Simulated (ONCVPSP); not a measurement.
**How the fcfact shapes an ONCV potential for Ge**

One potential is built and tested. Then the fcfact is changed, to learn what it costs or gains.

Method: ONCVPSP 4.0.1, PBE, scalar-relativistic.

### Step 1. The atom and the settings

Typed settings, in words:

- element: germanium (Ge, Z = 32)
- type: optimised norm-conserving Vanderbilt (ONCV)
- frozen core: [Ar] 3d10
- valence charge: 4
- reference configuration: 4s2 4p2
- partial waves: 4s: rc 1.35 bohr, ncon 3, nbas 8, qcut 6.1 1/bohr, 1 projector; 4p: rc 1.35 bohr, ncon 3, nbas 6, qcut 5.6 1/bohr, local
- local potential: the p channel
- core correction: polynomial model core, fcfact 0.68

The nodes and maxima of the atom's own shells, from an earlier all-electron run, set the scale for the radii.

All-electron outer shells of the reference configuration (PBE, scalar-relativistic, ld1.x):

| shell | level (eV) | outermost node (bohr) | outermost maximum (bohr) |
| --- | --- | --- | --- |
| 3p | -115.62 | 0.23 | 0.54 |
| 3d | -29.31 | – | 0.50 |
| 4s | -11.73 | 0.77 | 1.75 |
| 4p | -3.90 | 0.82 | 2.22 |

### Step 2. The first potential

File Ge.dat:

```
# ATOM AND REFERENCE CONFIGURATION
# atsym  z   nc   nv     iexc    psfile
  Ge 32.00    6    2        4      upf
#
#   n    l    f
    1    0    2.00
    2    0    2.00
    2    1    6.00
    3    0    2.00
    3    1    6.00
    3    2   10.00
    4    0    2.00
    4    1    2.00
#
# PSEUDOPOTENTIAL AND OPTIMIZATION
# lmax
    1
#
#   l,   rc,      ep,       ncon, nbas, qcut
    0    1.35    0.00    3    8    6.10
    1    1.35    0.00    3    6    5.60
#
# LOCAL POTENTIAL
# lloc, lpopt,  rc(5),   dvloc0
    1    5    1.35    0.00
#
# VANDERBILT-KLEINMAN-BYLANDER PROJECTORs
# l, nproj, debl
    0    1    2.00
    1    0    2.90
#
# MODEL CORE CHARGE
# icmod, fcfact, rcfact
    1    0.68    0.00
#
# LOG DERIVATIVE ANALYSIS
# epsh1, epsh2, depsh
   -2.00    5.00    0.02
#
# OUTPUT GRID
# rlmax, drl
    6.00    0.01
#
# TEST CONFIGURATIONS
# ncnf
    4
# nvcnf
#   n    l    f
    2
    4    0    2.00
    4    1    1.00
#
    2
    4    0    2.00
    4    1    0.00
#
    2
    4    0    1.00
    4    1    0.00
#
    2
    4    0    0.00
    4    1    4.00
#
```

Run with:

```console
$ oncvpsp.x < Ge.dat > Ge.out
```

The output, Ge.out (without the consistency checks and plot data):

```text
ONCVPSP  (Optimized Norm-Conservinng Vanderbilt PSeudopotential)
scalar-relativistic version 4.0.1

#   n    l    f        energy (Ha)
    1    0    2.00    -4.0281571E+02
    2    0    2.00    -5.0412488E+01
    2    1    6.00    -4.4051811E+01
    3    0    2.00    -6.1919266E+00
    3    1    6.00    -4.2489733E+00
    3    2   10.00    -1.0771536E+00
    4    0    2.00    -4.3112376E-01
    4    1    2.00    -1.4315416E-01

Reference configufation results
  iterations    25
  all-electron total energy (Ha)   -2.09883316D+03

Begin loop to  construct optimized pseudo wave functions
and semi-local pseudopoentials for all angular momenta

Calculating optimized projector #   1

 for l=   0

    Fraction of norm inside rc  0.150172
    Optimizing pswf for qcut=   6.11 a_B^-1,  ecut=  18.68 Ha
    Residual kinetic energy error=  1.81D-04 Ha

    Energy error per electron        Cutoff
         Ha          eV             Ha
         0.01000     0.27211        5.56
         0.00100     0.02721        9.44
         0.00010     0.00272       30.97
         0.00001     0.00027      142.28

Calculating optimized projector #   1

 for l=   1

    Fraction of norm inside rc  0.057914
    Optimizing pswf for qcut=   5.59 a_B^-1,  ecut=  15.61 Ha
    Residual kinetic energy error=  1.76D-03 Ha

    Energy error per electron        Cutoff
         Ha          eV             Ha
         0.01000     0.27211        1.95
         0.00100     0.02721       30.36
         0.00010     0.00272       83.05

Construct Vanderbilt / Kleinmman-Bylander projectors

Model core correction analysis
  based on d2Exc/dn_idn_j

d2excae - all-electron derivatives

   -6.853369D-03   -2.356303D-03
   -3.021886D-03   -1.066792D-03

d2excps - pseudofunction derivatives with no core correction

   -1.700893D-02   -6.561290D-03
   -7.111209D-03   -2.796260D-03

rms 2nd derivative error    5.927287E-03

Polynomial model core charge

d2excps - pseudofunction derivatives with core correction

   -7.430084D-03   -2.596404D-03
   -3.262013D-03   -1.160813D-03

rms 2nd derivative error    3.379163E-04

Pseudoatom total energy   -3.849289

Diagnostic tests using Vanderbilt-Kleinman-Bylander pseudopotentials
  1 or more projectors used as specified by nproj input data

   l    rcore       rmatch      e in        delta e   norm test  slope test

   0   1.3570048   1.3982064  -0.4311238   0.0000155   1.0000078   0.9999253

   1   1.3570048   1.3982064  -0.1431542  -0.0000277   0.9998320   1.0001041

 Testing for bound ghosts
   n   l    E NL Schr. Eq   E Basis Diag.   E Cutoff

       0                      -22.159999    140.81  WARNING - GHOST(-)
   1   0       -0.431108       -0.394138    140.81

 Testing for highly-localized positive-energy ghosts
       l    <radius>/rc     E Basis Diag.   E Cutoff

Test configuration 0

   n   l     f        eae           eps        diff
   1   0  2.0000 -402.81570560
   2   0  2.0000  -50.41248757
   2   1  6.0000  -44.05181077
   3   0  2.0000   -6.19192659
   3   1  6.0000   -4.24897334
   3   2 10.0000   -1.07715362
   4   0  2.0000   -0.43112376   -0.43110824    1.55D-05
   4   1  2.0000   -0.14315416   -0.14318187   -2.77D-05

    Total energies and differences
      AE_ref= -2.09883316D+03  AE_tst= -2.09883316D+03  dif=  0.00D+00
      PS_ref= -3.84928936D+00  PS_tst= -3.84928936D+00  dif= -2.22D-15
      PSP excitation error=  2.22D-15

Test configuration 1

   n   l     f        eae           eps        diff
   1   0  2.0000 -403.15060002
   2   0  2.0000  -50.74465659
   2   1  6.0000  -44.38432619
   3   0  2.0000   -6.52362329
   3   1  6.0000   -4.58069972
   3   2 10.0000   -1.40818962
   4   0  2.0000   -0.72980429   -0.73070678   -9.02D-04
   4   1  1.0000   -0.41315242   -0.41373593   -5.84D-04

    Total energies and differences
      AE_ref= -2.09883316D+03  AE_tst= -2.09855959D+03  dif=  2.74D-01
      PS_ref= -3.84928936D+00  PS_tst= -3.57547358D+00  dif=  2.74D-01
      PSP excitation error= -2.46D-04

Test configuration 2

   n   l     f        eae           eps        diff
   1   0  2.0000 -403.55957955
   2   0  2.0000  -51.14734444
   2   1  6.0000  -44.78776752
   3   0  2.0000   -6.92516083
   3   1  6.0000   -4.98220147
   3   2 10.0000   -1.80786425
   4   0  2.0000   -1.07491036   -1.07914726   -4.24D-03

    Total energies and differences
      AE_ref= -2.09883316D+03  AE_tst= -2.09799220D+03  dif=  8.41D-01
      PS_ref= -3.84928936D+00  PS_tst= -3.00636874D+00  dif=  8.43D-01
      PSP excitation error= -1.97D-03

Test configuration 3

   n   l     f        eae           eps        diff
   1   0  2.0000 -404.08879965
   2   0  2.0000  -51.66384468
   2   1  6.0000  -45.30535013
   3   0  2.0000   -7.44173834
   3   1  6.0000   -5.49827965
   3   2 10.0000   -2.31871468
   4   0  1.0000   -1.48670540   -1.49869386   -1.20D-02

    Total energies and differences
      AE_ref= -2.09883316D+03  AE_tst= -2.09671363D+03  dif=  2.12D+00
      PS_ref= -3.84928936D+00  PS_tst= -1.71975944D+00  dif=  2.13D+00
      PSP excitation error= -1.00D-02

Test configuration 4

   n   l     f        eae           eps        diff
   1   0  2.0000 -402.94436209
   2   0  2.0000  -50.53585228
   2   1  6.0000  -44.17516320
   3   0  2.0000   -6.31937555
   3   1  6.0000   -4.37602391
   3   2 10.0000   -1.20052774
   4   1  4.0000   -0.19132028   -0.19161693   -2.97D-04

    Total energies and differences
      AE_ref= -2.09883316D+03  AE_tst= -2.09823798D+03  dif=  5.95D-01
      PS_ref= -3.84928936D+00  PS_tst= -3.25306955D+00  dif=  5.96D-01
      PSP excitation error= -1.04D-03
```

Wall time 2 s (1 thread, shared host).

All-electron and pseudo partial waves u(r) = r·R(r), from the program's wave files:

```csv
r (bohr),4s AE,4s PS
0.068,0.0345,0.0090
0.135,0.2114,0.0187
0.202,0.1285,0.0299
0.270,-0.0583,0.0434
0.338,-0.2243,0.0599
0.405,-0.3208,0.0797
0.473,-0.3470,0.1039
0.540,-0.3153,0.1320
0.608,-0.2432,0.1650
0.675,-0.1483,0.2019
0.742,-0.0421,0.2429
0.810,0.0685,0.2884
0.878,0.1760,0.3369
0.945,0.2749,0.3866
1.013,0.3661,0.4376
1.080,0.4458,0.4873
1.148,0.5162,0.5361
1.215,0.5752,0.5822
1.283,0.6251,0.6263
1.350,0.6653,0.6653
1.418,0.6975,0.6975
1.485,0.7217,0.7217
1.553,0.7394,0.7394
1.620,0.7508,0.7508
1.688,0.7569,0.7569
1.755,0.7582,0.7582
```

Densities times 4π (e/bohr³); a dash where the program caps the true core:

```csv
r (bohr),pseudo valence,true core,model core
0.068,0.03725,–,11.81
0.202,0.05824,–,11.77
0.338,0.09515,–,11.51
0.473,0.1475,–,10.89
0.608,0.2211,–,9.819
0.742,0.3146,–,8.349
0.878,0.4183,–,6.596
1.013,0.5123,8.589,4.814
1.148,0.59,4.216,3.211
1.283,0.6564,2.127,1.949
1.418,0.6917,1.105,1.092
1.553,0.6729,0.5906,0.5906
1.688,0.6202,0.3239,0.3239
```

### Step 3. The configuration tests of the same run

The tests as a table, with energies relative to 4s2 4p2.

| valence configuration | charge | ΔE all-electron (eV) | error AE − PS (meV) |
| --- | --- | --- | --- |
| 4s2 4p1 | +1 | 7.444 | -6.7 |
| 4s2 4p0 | +2 | 22.883 | -54 |
| 4s1 4p0 | +3 | 57.675 | -272 |
| 4s0 4p4 | 0 | 16.196 | -28 |

### Step 4. Scattering by logarithmic derivatives

Taken from the files of the generation run. The phase is arctan(r·R′/R) of the radial function R, unwrapped, with energies in Ha. A pole is an energy at which the radial function vanishes at the test radius. The pseudo phase is shifted by a multiple of π to meet the all-electron one at the reference energy. Levels narrower than the energy grid can be missing from the poles. The last column is the largest difference on the grid between −0.5 and +0.5 Ha.

| channel | radius (bohr) | reference (Ha) | poles AE | poles PS | window around the reference with phases within 0.05 rad (Ha) | largest difference near zero (rad) |
| --- | --- | --- | --- | --- | --- | --- |
| s | 1.37 | -0.43 | none | none | the whole range | 0.008 |
| p | 1.37 | -0.14 | none | 4.00 | -1.9 to 0.6 | 0.023 |

Phases (rad) along the scan:

```csv
E (Ha),p AE,p PS,s AE,s PS
-1.98,1.153,1.102,0.911,0.915
-1.62,1.092,1.052,0.792,0.797
-1.26,1.017,0.989,0.628,0.631
-0.90,0.920,0.903,0.400,0.402
-0.54,0.789,0.782,0.100,0.100
-0.18,0.607,0.606,-0.240,-0.239
0.18,0.353,0.345,-0.553,-0.548
0.54,0.027,-0.018,-0.797,-0.787
0.90,-0.324,-0.424,-0.973,-0.959
1.26,-0.628,-0.767,-1.101,-1.083
1.62,-0.855,-1.009,-1.194,-1.175
1.98,-1.016,-1.174,-1.265,-1.244
2.34,-1.132,-1.289,-1.321,-1.298
2.70,-1.218,-1.375,-1.366,-1.341
3.06,-1.283,-1.442,-1.403,-1.376
3.42,-1.335,-1.496,-1.434,-1.406
3.78,-1.377,-1.544,-1.461,-1.432
4.14,-1.412,-1.587,-1.485,-1.454
4.50,-1.442,-1.628,-1.506,-1.474
4.86,-1.467,-1.669,-1.525,-1.491
```

### Step 5. Convergence and ghost test

From the same output: the cutoffs (Ha) at which the residual kinetic energy of the hardest occupied pseudo-wave falls to 1 and 0.1 mHa per electron are 30 Ha and 83 Ha.

The program's own ghost test: GHOST(-) flagged for s at -603.0 eV; no localised positive-energy state flagged.

Cutoff (Ha) at which the first wave of each channel reaches a given error (Ha per electron):

```csv
error,s,p
1.0e-02,5.6,2.0
3.2e-03,7.1,6.4
1.0e-03,9.4,30.4
3.2e-04,16.4,58.0
1.0e-04,31.0,83.0
```

### Step 6. Changed: fcfact = 0.84

Ge.dat: that of step 2 with these lines changed.

```diff
@@ -33,3 +33,3 @@
 # icmod, fcfact, rcfact
-    1    0.68    0.00
+    1    0.84    0.00
 #
```

Run with:

```console
$ oncvpsp.x < Ge.dat > Ge.out
```

The output, Ge.out (without the consistency checks and plot data):

```text
ONCVPSP  (Optimized Norm-Conservinng Vanderbilt PSeudopotential)
scalar-relativistic version 4.0.1

[... all-electron levels as in step 2 ...]

Begin loop to  construct optimized pseudo wave functions
and semi-local pseudopoentials for all angular momenta

Calculating optimized projector #   1

 for l=   0

    Fraction of norm inside rc  0.150172
    Optimizing pswf for qcut=   6.11 a_B^-1,  ecut=  18.68 Ha
    Residual kinetic energy error=  1.81D-04 Ha

    Energy error per electron        Cutoff
         Ha          eV             Ha
         0.01000     0.27211        5.56
         0.00100     0.02721        9.44
         0.00010     0.00272       30.97
         0.00001     0.00027      142.28

Calculating optimized projector #   1

 for l=   1

    Fraction of norm inside rc  0.057914
    Optimizing pswf for qcut=   5.59 a_B^-1,  ecut=  15.61 Ha
    Residual kinetic energy error=  1.76D-03 Ha

    Energy error per electron        Cutoff
         Ha          eV             Ha
         0.01000     0.27211        1.95
         0.00100     0.02721       30.36
         0.00010     0.00272       83.05

Construct Vanderbilt / Kleinmman-Bylander projectors

Model core correction analysis
  based on d2Exc/dn_idn_j

d2excae - all-electron derivatives

   -5.345799D-03   -1.731599D-03
   -2.271081D-03   -7.555746D-04

d2excps - pseudofunction derivatives with no core correction

   -1.509800D-02   -5.839677D-03
   -6.159756D-03   -2.436895D-03

rms 2nd derivative error    5.699349E-03

Polynomial model core charge

d2excps - pseudofunction derivatives with core correction

   -5.833517D-03   -1.931361D-03
   -2.470804D-03   -8.295214D-04

rms 2nd derivative error    2.842230E-04

Pseudoatom total energy   -3.850130

Diagnostic tests using Vanderbilt-Kleinman-Bylander pseudopotentials
  1 or more projectors used as specified by nproj input data

   l    rcore       rmatch      e in        delta e   norm test  slope test

   0   1.3570048   1.3982064  -0.4311238   0.0000155   1.0000078   0.9999253

   1   1.3570048   1.3982064  -0.1431542  -0.0000277   0.9998320   1.0001041

 Testing for bound ghosts
   n   l    E NL Schr. Eq   E Basis Diag.   E Cutoff

       0                      -22.159999    140.81  WARNING - GHOST(-)
   1   0       -0.431108       -0.394138    140.81

 Testing for highly-localized positive-energy ghosts
       l    <radius>/rc     E Basis Diag.   E Cutoff

Test configuration 0

   n   l     f        eae           eps        diff
   1   0  2.0000 -402.81570560
   2   0  2.0000  -50.41248757
   2   1  6.0000  -44.05181077
   3   0  2.0000   -6.19192659
   3   1  6.0000   -4.24897334
   3   2 10.0000   -1.07715362
   4   0  2.0000   -0.43112376   -0.43110824    1.55D-05
   4   1  2.0000   -0.14315416   -0.14318187   -2.77D-05

    Total energies and differences
      AE_ref= -2.09883316D+03  AE_tst= -2.09883316D+03  dif=  0.00D+00
      PS_ref= -3.85012964D+00  PS_tst= -3.85012964D+00  dif=  1.11D-14
      PSP excitation error= -1.11D-14

Test configuration 1

   n   l     f        eae           eps        diff
   1   0  2.0000 -403.15060002
   2   0  2.0000  -50.74465659
   2   1  6.0000  -44.38432619
   3   0  2.0000   -6.52362329
   3   1  6.0000   -4.58069972
   3   2 10.0000   -1.40818962
   4   0  2.0000   -0.72980429   -0.73071466   -9.10D-04
   4   1  1.0000   -0.41315242   -0.41374087   -5.88D-04

    Total energies and differences
      AE_ref= -2.09883316D+03  AE_tst= -2.09855959D+03  dif=  2.74D-01
      PS_ref= -3.85012964D+00  PS_tst= -3.57631228D+00  dif=  2.74D-01
      PSP excitation error= -2.47D-04

Test configuration 2

   n   l     f        eae           eps        diff
   1   0  2.0000 -403.55957955
   2   0  2.0000  -51.14734444
   2   1  6.0000  -44.78776752
   3   0  2.0000   -6.92516083
   3   1  6.0000   -4.98220147
   3   2 10.0000   -1.80786425
   4   0  2.0000   -1.07491036   -1.07919725   -4.29D-03

    Total energies and differences
      AE_ref= -2.09883316D+03  AE_tst= -2.09799220D+03  dif=  8.41D-01
      PS_ref= -3.85012964D+00  PS_tst= -3.00719118D+00  dif=  8.43D-01
      PSP excitation error= -1.99D-03

Test configuration 3

   n   l     f        eae           eps        diff
   1   0  2.0000 -404.08879965
   2   0  2.0000  -51.66384468
   2   1  6.0000  -45.30535013
   3   0  2.0000   -7.44173834
   3   1  6.0000   -5.49827965
   3   2 10.0000   -2.31871468
   4   0  1.0000   -1.48670540   -1.49900714   -1.23D-02

    Total energies and differences
      AE_ref= -2.09883316D+03  AE_tst= -2.09671363D+03  dif=  2.12D+00
      PS_ref= -3.85012964D+00  PS_tst= -1.72042915D+00  dif=  2.13D+00
      PSP excitation error= -1.02D-02

Test configuration 4

   n   l     f        eae           eps        diff
   1   0  2.0000 -402.94436209
   2   0  2.0000  -50.53585228
   2   1  6.0000  -44.17516320
   3   0  2.0000   -6.31937555
   3   1  6.0000   -4.37602391
   3   2 10.0000   -1.20052774
   4   1  4.0000   -0.19132028   -0.19162308   -3.03D-04

    Total energies and differences
      AE_ref= -2.09883316D+03  AE_tst= -2.09823798D+03  dif=  5.95D-01
      PS_ref= -3.85012964D+00  PS_tst= -3.25387890D+00  dif=  5.96D-01
      PSP excitation error= -1.07D-03
```

Run time: 2 s. Hardware: 1 thread, shared host.

Excitation and ionisation energies from 4s2 4p2, with the error of the potential.

```csv
valence configuration,charge,ΔE all-electron (eV),error AE − PS (meV)
4s2 4p1,+1,7.444,-6.7
4s2 4p0,+2,22.883,-54
4s1 4p0,+3,57.675,-278
4s0 4p4,0,16.196,-29
```

With this change the loose cutoff stays at 30 Ha, the largest test error goes from -272 to -278 meV and a bound ghost remains (s). The cutoff and ghost tests hold the potential at its reference, so a core or compensation setting can't move them.

(Part 1 of 2 ends here.)
